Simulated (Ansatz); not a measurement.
# CH₇Al₂BO: up Jacob's ladder to CCSD(T)

The task here is to estimate one member of a computed series from the others.

Computed with Ansatz 0.2.0, Gaussian basis. Level: functionals in def2-TZVPP, the program's frozen cores in correlated methods.

Levels to be run: LDA (SPW92), PBE-D4, revPBE-D4, BLYP-D4, r2SCAN-D4, B97M-V, PBE0-D4, B3LYP-D4, r2SCANh-D4, r2SCAN0-D4, HSE06-D4, BHLYP-D4, CAM-B3LYP-D4, LC-ωPBE, ωB97X-V, ωB97M-V, B2PLYP, PBE-QIDH; CCSD(T)/def2-SVP; CCSD(T)/def2-TZVPP; MP2/def2-QZVPP; extrapolation to the limit; RPA on PBE.

**The geometry**

The geometry comes from an earlier relaxation with PBE0-D4 in a triple-zeta def2 set; it is a stationary point, not always the lowest conformer.

SMILES `[BH2][Al]([CH3])[O][AlH2]`, 12 atoms, charge 0, spin multiplicity 1.

Atoms are counted from 1 here; the program's logs count them from 0.

Bond lengths: B1–Al2 2.126 Å, B1–H6 1.201 Å, B1–H7 1.201 Å, Al2–C3 1.954 Å, Al2–O4 1.694 Å, C3–H8 1.095 Å, C3–H9 1.093 Å, C3–H10 1.096 Å, O4–Al5 1.678 Å, Al5–H11 1.584 Å, Al5–H12 1.584 Å. Angles: Al2–B1–H6 123.2°, Al2–B1–H7 122.9°, H6–B1–H7 113.9°, B1–Al2–C3 125.1°, B1–Al2–O4 116.8°, C3–Al2–O4 118.1°, Al2–C3–H8 111.4°, Al2–C3–H9 113.0°, Al2–C3–H10 110.3°, H8–C3–H9 107.9°, H8–C3–H10 106.7°, H9–C3–H10 107.2°, Al2–O4–Al5 178.6°, O4–Al5–H11 118.7°, O4–Al5–H12 118.7°, H11–Al5–H12 122.6°.

The first run:

Input file in.yaml:

```yaml
crystal:
  periodic: [false, false, false]
  atoms:
    - {symbol: B, position_ang: [0.119106, 1.470379, 1.967615]}
    - {symbol: Al, position_ang: [-0.176219, 0.418265, 0.144346]}
    - {symbol: C, position_ang: [-1.241412, 1.059792, -1.362435]}
    - {symbol: O, position_ang: [0.590024, -1.085479, -0.001935]}
    - {symbol: Al, position_ang: [1.343592, -2.573574, -0.186728]}
    - {symbol: H, position_ang: [1.017239, 2.248863, 2.139520]}
    - {symbol: H, position_ang: [-0.601117, 1.341270, 2.919918]}
    - {symbol: H, position_ang: [-1.870263, 0.264269, -1.774384]}
    - {symbol: H, position_ang: [-1.889926, 1.900213, -1.100292]}
    - {symbol: H, position_ang: [-0.587257, 1.396935, -2.174650]}
    - {symbol: H, position_ang: [0.614062, -3.869357, 0.358043]}
    - {symbol: H, position_ang: [2.759174, -2.626778, -0.894917]}
basis:
  gaussian: {orbitals: def2-TZVPP}
hamiltonian: {xc: lda}
output: {orbitals: {seedname: orbitals}}
```

Steps of the session up to this table: LDA; PBE-D4 (GGA); revPBE-D4 (GGA); BLYP-D4 (GGA); r2SCAN-D4 (meta-GGA); B97M-V (meta-GGA); PBE0-D4 (hybrid); B3LYP-D4 (hybrid); r2SCANh-D4 (hybrid); r2SCAN0-D4 (hybrid); HSE06-D4 (hybrid); BHLYP-D4 (hybrid); CAM-B3LYP-D4 (range-separated); LC-ωPBE (range-separated); ωB97X-V (range-separated); ωB97M-V (range-separated); B2PLYP (double hybrid); PBE-QIDH (double hybrid).

One of the session's tables, all rows but one given; the rest of the session is left out.

It belongs to the step «Orbital energies across the functionals». 

```
  functional  HOMO (eV)  LUMO (eV)  gap (eV)
 LDA (SPW92)      -6.06      -3.58      2.48
      PBE-D4          ?          ?         ?
   revPBE-D4      -5.90      -3.15      2.75
     BLYP-D4      -5.83      -3.08      2.75
   r2SCAN-D4      -6.17      -2.89      3.28
      B97M-V      -6.23      -3.08      3.15
     PBE0-D4      -7.11      -2.23      4.88
    B3LYP-D4      -6.92      -2.43      4.49
  r2SCANh-D4      -6.61      -2.54      4.07
  r2SCAN0-D4      -7.26      -2.02      5.24
    HSE06-D4      -6.71      -2.62      4.10
    BHLYP-D4      -8.20      -1.14      7.06
CAM-B3LYP-D4      -8.45      -1.09      7.36
     LC-ωPBE      -9.79       0.12      9.91
     ωB97X-V      -9.44      -0.01      9.43
     ωB97M-V      -9.26      -0.30      8.96
```

**Question.** Estimate the row for PBE-D4.

The run gave: HOMO (eV): -5.95; LUMO (eV): -3.28; gap (eV): 2.67. In the column «HOMO (eV)» it lies between LDA (SPW92) (-6.06) and revPBE-D4 (-5.90).
